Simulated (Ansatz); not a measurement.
# CH5NSn: rotation by 120° about the C1–Sn2 bond, part 2 of 2

Aim: the minimum-energy path and barrier of the rotation by 120° about the C1–Sn2 bond. The ends are relaxed first, then joined by a nudged elastic band. SMILES of the start: [CH3][Sn][NH2].

Ansatz 0.2.0; RKS PBE/def2-SVP.

## Step 6: Nudged elastic band

crystal.atoms is end A as relaxed above, and neb.final_atoms is end B, turned to lie on A. With 5 inner images the band has 7 in all. The start path is listed, through a guess of the saddle.

Input file input.yaml:

```yaml
crystal:
  periodic: [false, false, false]
  atoms:
    - { symbol: C, position_ang: [-0.803742, 0.959669, -0.531724] }
    - { symbol: Sn, position_ang: [1.149289, 0.82152, 0.547256] }
    - { symbol: "N", position_ang: [1.07188, -1.227614, 0.67002] }
    - { symbol: H, position_ang: [-1.23452, -0.03898, -0.749418] }
    - { symbol: H, position_ang: [-0.670753, 1.50836, -1.488182] }
    - { symbol: H, position_ang: [-1.530316, 1.535911, 0.080072] }
    - { symbol: H, position_ang: [1.793755, -1.801216, 1.116598] }
    - { symbol: H, position_ang: [0.316606, -1.81475, 0.299678] }
basis:
  gaussian: { orbitals: def2-SVP }
hamiltonian:
  xc: pbe
neb:
  order_check: false
  images: 5
  f_tol: 0.05
  max_iterations: 60
  final_atoms:
    - { symbol: C, position_ang: [-0.77570157, 0.89403132, -0.67223689] }
    - { symbol: Sn, position_ang: [1.3850366, 0.33395209, -0.54978254] }
    - { symbol: "N", position_ang: [1.03699968, -1.15706495, 0.82007681] }
    - { symbol: H, position_ang: [-1.06384427, 1.11116246, -1.72156437] }
    - { symbol: H, position_ang: [-0.94764526, 1.81958908, -0.08163866] }
    - { symbol: H, position_ang: [-1.4341435, 0.09452747, -0.27540932] }
    - { symbol: H, position_ang: [1.77379063, -1.73888258, 1.23014028] }
    - { symbol: H, position_ang: [0.11770668, -1.41441491, 1.19471469] }
  initial_path:
    images:
      - { positions_ang: [[-0.803742, 0.959669, -0.531724], [1.149289, 0.82152, 0.547256], [1.07188, -1.227614, 0.67002], [-1.23452, -0.03898, -0.749418], [-0.670753, 1.50836, -1.488182], [-1.530316, 1.535911, 0.080072], [1.793755, -1.801216, 1.116598], [0.316606, -1.81475, 0.299678]] }
      - { positions_ang: [[-0.80703298, 0.95816206, -0.59096587], [1.11840426, 0.56986283, 0.19508345], [1.0540086, -1.18978494, 0.83631305], [-1.23943426, 0.21080505, -1.05089276], [-0.69365389, 1.70785249, -1.22045601], [-1.52383312, 1.25425791, 0.10425421], [1.8589183, -1.74688863, 1.13625656], [0.32482208, -1.82136677, 0.53470737]] }
      - { positions_ang: [[-0.81032395, 0.95665512, -0.65020775], [1.08751953, 0.31820567, -0.15708911], [1.03613721, -1.15195589, 1.0026061], [-1.24434851, 0.4605901, -1.35236751], [-0.71655478, 1.90734499, -0.95273002], [-1.51735025, 0.97260482, 0.12843643], [1.92408161, -1.69256126, 1.15591512], [0.33303816, -1.82798354, 0.76973675]] }
      - { positions_ang: [[-0.81361493, 0.95514817, -0.70944962], [1.05663479, 0.0665485, -0.50926166], [1.01826581, -1.11412683, 1.16889915], [-1.24926277, 0.71037515, -1.65384227], [-0.73945568, 2.10683748, -0.68500403], [-1.51086737, 0.69095173, 0.15261864], [1.98924491, -1.63823389, 1.17557368], [0.34125424, -1.83460031, 1.00476612]] }
      - { positions_ang: [[-0.80097714, 0.93477589, -0.69704538], [1.16610206, 0.15568303, -0.52276862], [1.02451043, -1.12843954, 1.05262504], [-1.1874566, 0.84397092, -1.6764163], [-0.8088522, 2.01108802, -0.48388224], [-1.48529275, 0.49214364, 0.00994265], [1.91742682, -1.67178345, 1.19376254], [0.26673839, -1.69453851, 1.06808231]] }
      - { positions_ang: [[-0.78833936, 0.91440361, -0.68464113], [1.27556933, 0.24481756, -0.53627558], [1.03075506, -1.14275224, 0.93635093], [-1.12565044, 0.97756669, -1.69899033], [-0.87824873, 1.91533855, -0.28276045], [-1.45971813, 0.29333556, -0.13273333], [1.84560872, -1.70533301, 1.21195141], [0.19222254, -1.55447671, 1.1313985]] }
      - { positions_ang: [[-0.77570157, 0.89403132, -0.67223689], [1.3850366, 0.33395209, -0.54978254], [1.03699968, -1.15706495, 0.82007681], [-1.06384427, 1.11116246, -1.72156437], [-0.94764526, 1.81958908, -0.08163866], [-1.4341435, 0.09452747, -0.27540932], [1.77379063, -1.73888258, 1.23014028], [0.11770668, -1.41441491, 1.19471469]] }
```

Run with:

```console
> ansatz run input.yaml --threads 1 --pin off --max-ram 2048MiB --backend cpu --events-out ev --progress --plain --runs-dir out
```

The log of the run, cut to the lines that bear on the results:

```text
Warning: RAYON_NUM_THREADS=1 ignored (pool sized by the plan → 1); use --threads N
[...]
Functional definition: PBE
[...]
911 factors; their error is unknown
[...]
mean field -8434.54852971 eV, -309.9639413243 hartree, gradient 4.3e-5 eV, S^2 0.000000; 0 other end points of the search recorded, 0 dependent functions left out
[...]
reference -8434.54856371 eV, -309.9639425740 hartree; 20, 20 occupied and 59, 59 virtual orbitals, 911 factors
911 factors; their error is unknown
[...]
mean field -8434.54804660 eV, -309.9639235704 hartree, gradient 3.1e-5 eV, S^2 0.000000; 0 other end points of the search recorded, 0 dependent functions left out
[...]
reference -8434.54808055 eV, -309.9639248183 hartree; 20, 20 occupied and 59, 59 virtual orbitals, 911 factors
NEB end point (image 0): max|allowed force component| = 8.396e-3 eV/Å (the criterion of neb.relax_end_points is 1.000e-2)
[...]
NEB iter  10: max|band force component| = 1.978e-2 eV/Å  barrier→ = 0.0034 eV  barrier← = 0.0030 eV  CI = image 3  Δτ_max = 0.0000 Å  (267 SCF iters)
Total energy: -8434.54511499 eV, -309.9638158360 hartree
Atom 0 at    -0.761696     0.952313    -0.605293 Å, force    -0.007200     0.001612     0.006696 eV/Å
Atom 1 at     1.407066     0.579018    -0.207165 Å, force    -0.002182    -0.003025     0.001395 eV/Å
Atom 2 at     1.021653    -1.199198     0.747947 Å, force     0.011520    -0.019614     0.017174 eV/Å
Atom 3 at    -1.134711     0.217609    -1.349913 Å, force    -0.002192    -0.002792    -0.007682 eV/Å
Atom 4 at    -0.930609     1.971134    -1.007722 Å, force    -0.000189    -0.001981     0.002575 eV/Å
Atom 5 at    -1.356807     0.832810     0.324346 Å, force     0.008242     0.001089    -0.003273 eV/Å
Atom 6 at     1.752867    -1.801557     1.138456 Å, force    -0.008049     0.010946    -0.008106 eV/Å
Atom 7 at     0.094437    -1.609229     0.903643 Å, force     0.000051     0.013766    -0.008779 eV/Å
Dipole moment:    -0.051085    -0.193190     0.100984 e Å
this run last wrote the band of iteration 10 to <dir>
```

Wall time 3.2 min (1 thread of AMD EPYC 7R43 (Zen 3), shared host); peak memory 0.24 GiB.

## Step 7: Images and barrier

The 5 inner images lie between the fixed ends 0 and 6. Energy is taken from image 0, and the path length is the program's own coordinate along the band.

```
image  path (Å)  energy (eV)  dihedral H5–C1–Sn2–N3 (°)  band force (eV/Å)
    0     0.000       0.0000                       -124                  -
    1     0.552       0.0010                       -146              0.010
    2     1.105       0.0031                       -168              0.014
   3*     1.657       0.0034                        171              0.020
    4     2.233       0.0012                        149              0.008
    5     2.809       0.0001                        126              0.014
    6     3.386       0.0005                        103                  -
```

The star marks the climbing image.

image, energy (eV) and a bar:
```
        0      0.000 
        1      0.001 ########
        2      0.003 ###########################
        3      0.003 ##############################
        4      0.001 ##########
        5      0.000 
        6      0.000 ####
```

How the highest energy settled:

```
iteration  highest image above image 0 (eV)  largest band force (eV/Å)
        1                            1.8185                      4.937
        2                            0.3458                      1.076
        3                            0.2062                      0.877
        4                            0.0942                      0.911
        5                            0.0283                      0.528
        6                            0.0057                      0.200
        7                            0.0045                      0.124
        8                            0.0038                      0.082
        9                            0.0036                      0.054
       10                            0.0034                      0.020
```

The band as a trajectory file:

```xyz
8
image=0 dE=0.0000
C    -0.804    0.960   -0.532
Sn    1.149    0.822    0.547
N     1.072   -1.228    0.670
H    -1.235   -0.039   -0.749
H    -0.671    1.508   -1.488
H    -1.530    1.536    0.080
H     1.794   -1.801    1.117
H     0.317   -1.815    0.300
8
image=1 dE=0.0010
C    -0.780    0.959   -0.567
Sn    1.262    0.788    0.327
N     1.049   -1.222    0.695
H    -1.137   -0.012   -0.967
H    -0.794    1.711   -1.382
H    -1.492    1.299    0.216
H     1.764   -1.797    1.150
H     0.220   -1.782    0.471
8
image=2 dE=0.0031
C    -0.766    0.958   -0.587
Sn    1.358    0.708    0.066
N     1.030   -1.212    0.717
H    -1.107    0.074   -1.166
H    -0.893    1.864   -1.212
H    -1.418    1.059    0.306
H     1.753   -1.797    1.146
H     0.135   -1.710    0.673
8
image=3 dE=0.0034
C    -0.762    0.952   -0.605
Sn    1.407    0.579   -0.207
N     1.022   -1.199    0.748
H    -1.135    0.218   -1.350
H    -0.931    1.971   -1.008
H    -1.357    0.833    0.324
H     1.753   -1.802    1.138
H     0.094   -1.609    0.904
8
image=4 dE=0.0012
C    -0.767    0.940   -0.617
Sn    1.407    0.492   -0.343
N     1.029   -1.191    0.773
H    -1.120    0.474   -1.562
H    -0.939    2.032   -0.696
H    -1.375    0.539    0.219
H     1.760   -1.803    1.145
H     0.098   -1.540    1.024
8
image=5 dE=0.0001
C    -0.774    0.918   -0.640
Sn    1.395    0.411   -0.453
N     1.037   -1.181    0.795
H    -1.101    0.787   -1.694
H    -0.938    1.984   -0.375
H    -1.410    0.285    0.011
H     1.773   -1.781    1.179
H     0.111   -1.480    1.120
8
image=6 dE=0.0005
C    -0.776    0.894   -0.672
Sn    1.385    0.334   -0.550
N     1.037   -1.157    0.820
H    -1.064    1.111   -1.722
H    -0.948    1.820   -0.082
H    -1.434    0.095   -0.275
H     1.774   -1.739    1.230
H     0.118   -1.414    1.195
```

## Step 8: Vibrations at the top

The geometry is the highest inner image of the first converged band.

Input file input.yaml:

```yaml
crystal:
  periodic: [false, false, false]
  atoms:
    - { symbol: C, position_ang: [-0.761696, 0.952313, -0.605293] }
    - { symbol: Sn, position_ang: [1.407066, 0.579018, -0.207165] }
    - { symbol: "N", position_ang: [1.021653, -1.199198, 0.747947] }
    - { symbol: H, position_ang: [-1.134711, 0.217609, -1.349913] }
    - { symbol: H, position_ang: [-0.930609, 1.971134, -1.007722] }
    - { symbol: H, position_ang: [-1.356807, 0.83281, 0.324346] }
    - { symbol: H, position_ang: [1.752867, -1.801557, 1.138456] }
    - { symbol: H, position_ang: [0.094437, -1.609229, 0.903643] }
basis:
  gaussian: { orbitals: def2-SVP }
hamiltonian:
  xc: pbe
phonons: {}
```

Run with:

```console
> ansatz run input.yaml --threads 1 --pin off --max-ram 2048MiB --backend cpu --events-out ev --progress --plain --runs-dir out
```

The log of the run, cut to the lines that bear on the results:

```text
Warning: RAYON_NUM_THREADS=1 ignored (pool sized by the plan → 1); use --threads N
[...]
[... 1 set-up line as earlier in the session ...]
[...]
911 factors; their error is unknown
[...]
mean field -8434.54507990 eV, -309.9638145464 hartree, gradient 3.0e-5 eV, S^2 0.000000; 0 other end points of the search recorded, 0 dependent functions left out
[...]
reference -8434.54511356 eV, -309.9638157833 hartree; 20, 20 occupied and 59, 59 virtual orbitals, 911 factors
[...]
911 factors; their error is unknown
mean field -8434.54497709 eV, -309.9638107681 hartree, gradient 1.2e-6 eV, S^2 0.000000; 0 other end points of the search recorded, 0 dependent functions left out
[...]
reference -8434.54501074 eV, -309.9638120048 hartree; 20, 20 occupied and 59, 59 virtual orbitals, 911 factors
[...]
911 factors; their error is unknown
mean field -8434.54501328 eV, -309.9638120983 hartree, gradient 1.3e-6 eV, S^2 0.000000; 0 other end points of the search recorded, 0 dependent functions left out
[...]
WARN: phonons: modes at or below zero, which the zero-point energy, F, S and C_V leave out: 1, the lowest at -41.45 cm⁻¹. A minimum has none, and a first-order saddle one
[...]
Total energy: -8434.54511356 eV, -309.9638157833 hartree
Atom 0 at    -0.761696     0.952313    -0.605293 Å, force    -0.007169     0.001632     0.006802 eV/Å
Atom 1 at     1.407066     0.579018    -0.207165 Å, force    -0.002304    -0.003156     0.001401 eV/Å
Atom 2 at     1.021653    -1.199198     0.747947 Å, force     0.011647    -0.019542     0.017209 eV/Å
Atom 3 at    -1.134711     0.217609    -1.349913 Å, force    -0.002210    -0.002738    -0.007742 eV/Å
Atom 4 at    -0.930609     1.971134    -1.007722 Å, force    -0.000179    -0.002008     0.002556 eV/Å
Atom 5 at    -1.356807     0.832810     0.324346 Å, force     0.008255     0.001079    -0.003304 eV/Å
Atom 6 at     1.752867    -1.801557     1.138456 Å, force    -0.008079     0.010978    -0.008114 eV/Å
Atom 7 at     0.094437    -1.609229     0.903643 Å, force     0.000039     0.013753    -0.008808 eV/Å
Dipole moment:    -0.051084    -0.193190     0.100986 e Å
Vibrations: -41.45 168.19 381.76 441.77 449.58 572.55 583.90 608.29 696.69 1121.95 1373.83 1380.63 1458.51 2962.59 3065.39 3081.66 3450.16 3566.25 cm⁻¹, zero-point energy 1.572349 eV
```

Wall time 1.7 min (1 thread of AMD EPYC 7R43 (Zen 3), shared host); peak memory 0.24 GiB.

Of 18 modes, 1 is imaginary by more than 30 cm⁻¹ (41i cm⁻¹).

## Step 9: Another band, settings changed

crystal.atoms is end A as relaxed above, and neb.final_atoms is end B, turned to lie on A. With 1 inner images the band has 3 in all. The start path is listed, through a guess of the saddle.

Input file input.yaml:

```yaml
crystal:
  periodic: [false, false, false]
  atoms:
    - { symbol: C, position_ang: [-0.803742, 0.959669, -0.531724] }
    - { symbol: Sn, position_ang: [1.149289, 0.82152, 0.547256] }
    - { symbol: "N", position_ang: [1.07188, -1.227614, 0.67002] }
    - { symbol: H, position_ang: [-1.23452, -0.03898, -0.749418] }
    - { symbol: H, position_ang: [-0.670753, 1.50836, -1.488182] }
    - { symbol: H, position_ang: [-1.530316, 1.535911, 0.080072] }
    - { symbol: H, position_ang: [1.793755, -1.801216, 1.116598] }
    - { symbol: H, position_ang: [0.316606, -1.81475, 0.299678] }
basis:
  gaussian: { orbitals: def2-SVP }
hamiltonian:
  xc: pbe
neb:
  order_check: false
  images: 1
  f_tol: 0.05
  max_iterations: 60
  climbing: false
  final_atoms:
    - { symbol: C, position_ang: [-0.77570157, 0.89403132, -0.67223689] }
    - { symbol: Sn, position_ang: [1.3850366, 0.33395209, -0.54978254] }
    - { symbol: "N", position_ang: [1.03699968, -1.15706495, 0.82007681] }
    - { symbol: H, position_ang: [-1.06384427, 1.11116246, -1.72156437] }
    - { symbol: H, position_ang: [-0.94764526, 1.81958908, -0.08163866] }
    - { symbol: H, position_ang: [-1.4341435, 0.09452747, -0.27540932] }
    - { symbol: H, position_ang: [1.77379063, -1.73888258, 1.23014028] }
    - { symbol: H, position_ang: [0.11770668, -1.41441491, 1.19471469] }
  initial_path:
    images:
      - { positions_ang: [[-0.803742, 0.959669, -0.531724], [1.149289, 0.82152, 0.547256], [1.07188, -1.227614, 0.67002], [-1.23452, -0.03898, -0.749418], [-0.670753, 1.50836, -1.488182], [-1.530316, 1.535911, 0.080072], [1.793755, -1.801216, 1.116598], [0.316606, -1.81475, 0.299678]] }
      - { positions_ang: [[-0.81361493, 0.95514817, -0.70944962], [1.05663479, 0.0665485, -0.50926166], [1.01826581, -1.11412683, 1.16889915], [-1.24926277, 0.71037515, -1.65384227], [-0.73945568, 2.10683748, -0.68500403], [-1.51086737, 0.69095173, 0.15261864], [1.98924491, -1.63823389, 1.17557368], [0.34125424, -1.83460031, 1.00476612]] }
      - { positions_ang: [[-0.77570157, 0.89403132, -0.67223689], [1.3850366, 0.33395209, -0.54978254], [1.03699968, -1.15706495, 0.82007681], [-1.06384427, 1.11116246, -1.72156437], [-0.94764526, 1.81958908, -0.08163866], [-1.4341435, 0.09452747, -0.27540932], [1.77379063, -1.73888258, 1.23014028], [0.11770668, -1.41441491, 1.19471469]] }
```

Run with:

```console
> ansatz run input.yaml --threads 1 --pin off --max-ram 2048MiB --backend cpu --events-out ev --progress --plain --runs-dir out
```

The log of the run, cut to the lines that bear on the results:

```text
Warning: RAYON_NUM_THREADS=1 ignored (pool sized by the plan → 1); use --threads N
[...]
[... 1 set-up line as earlier in the session ...]
[...]
911 factors; their error is unknown
[...]
mean field -8434.54852971 eV, -309.9639413243 hartree, gradient 4.3e-5 eV, S^2 0.000000; 0 other end points of the search recorded, 0 dependent functions left out
[...]
reference -8434.54856371 eV, -309.9639425740 hartree; 20, 20 occupied and 59, 59 virtual orbitals, 911 factors
911 factors; their error is unknown
[...]
mean field -8434.54804660 eV, -309.9639235704 hartree, gradient 3.1e-5 eV, S^2 0.000000; 0 other end points of the search recorded, 0 dependent functions left out
[...]
reference -8434.54808055 eV, -309.9639248183 hartree; 20, 20 occupied and 59, 59 virtual orbitals, 911 factors
NEB end point (image 0): max|allowed force component| = 8.396e-3 eV/Å (the criterion of neb.relax_end_points is 1.000e-2)
[...]
NEB iter  10: max|band force component| = 4.828e-2 eV/Å  barrier→ = 0.0037 eV  barrier← = 0.0032 eV  Δτ_max = 0.0000 Å  (56 SCF iters)
Total energy: -8434.54490201 eV, -309.9638080088 hartree
Atom 0 at    -0.761055     0.952388    -0.607328 Å, force    -0.010985    -0.042325    -0.022213 eV/Å
Atom 1 at     1.404053     0.590740    -0.184753 Å, force    -0.010013    -0.010248     0.012149 eV/Å
Atom 2 at     1.017840    -1.194757     0.757293 Å, force     0.048258    -0.005625     0.002985 eV/Å
Atom 3 at    -1.110446     0.235898    -1.381511 Å, force     0.011106     0.017970    -0.014937 eV/Å
Atom 4 at    -0.934399     1.981007    -0.981061 Å, force    -0.015289     0.002479     0.006329 eV/Å
Atom 5 at    -1.373365     0.789585     0.303678 Å, force     0.006956     0.025089     0.020061 eV/Å
Atom 6 at     1.754971    -1.791409     1.145992 Å, force    -0.032235     0.000843    -0.004728 eV/Å
Atom 7 at     0.094599    -1.620552     0.891991 Å, force     0.002202     0.011816     0.000354 eV/Å
Dipole moment:    -0.049573    -0.196123     0.093941 e Å
this run last wrote the band of iteration 10 to <dir>
```

Run time: 45 s. Hardware: 1 thread of AMD EPYC 7R43 (Zen 3), shared host; peak memory 0.24 GiB.

## Step 10: What the band shows

Images 0 and 2 are the ends. Energies count from image 0; the path length is the program's own measure over all atoms.

```
image  path (Å)  energy (eV)  dihedral H5–C1–Sn2–N3 (°)  band force (eV/Å)
    0     0.000       0.0000                       -124                  -
    1     1.654       0.0037                        170              0.048
    2     3.308       0.0005                        103                  -
```

image, energy (eV) and a bar:
```
        0      0.000 
        1      0.004 ##############################
        2      0.000 ####
```

## Step 11: What came out

What follows sums up all 2 parts.

| quantity | value |
| --- | --- |
| end A | 28 moves, 0.839 eV lower |
| end B | 21 moves, 0.806 eV lower |
| first band: barrier forwards | 0.003 eV |
| first band: barrier backwards | 0.003 eV |
| first band: second end relative to first | 0.000 eV |
| first band: highest image | 3 of 0 to 6, climbing |
| first band: band iterations | 10 |
| imaginary modes at the top | 41i cm⁻¹ |
| second band | top 0.004 eV above image 0, 10 iterations, 1 inner image, none climbing |
| time, first and second band | 3.2 min and 45 s |

In words: In the first band: the top lies 0.003 eV above the first end, or 0.1 kT at room temperature. The two ends lie within 1 meV of each other. Both sides of the top are under 10 meV high, within the band's own error, so no barrier is resolved. The listed dihedral goes from -124° at end A through 171° at the highest image to 103° at end B. One imaginary mode, as a first-order saddle point has. The second band's top agrees with the first's to 1 meV, so the changed settings hardly move the height. These are electronic energies, with no zero-point or thermal terms.
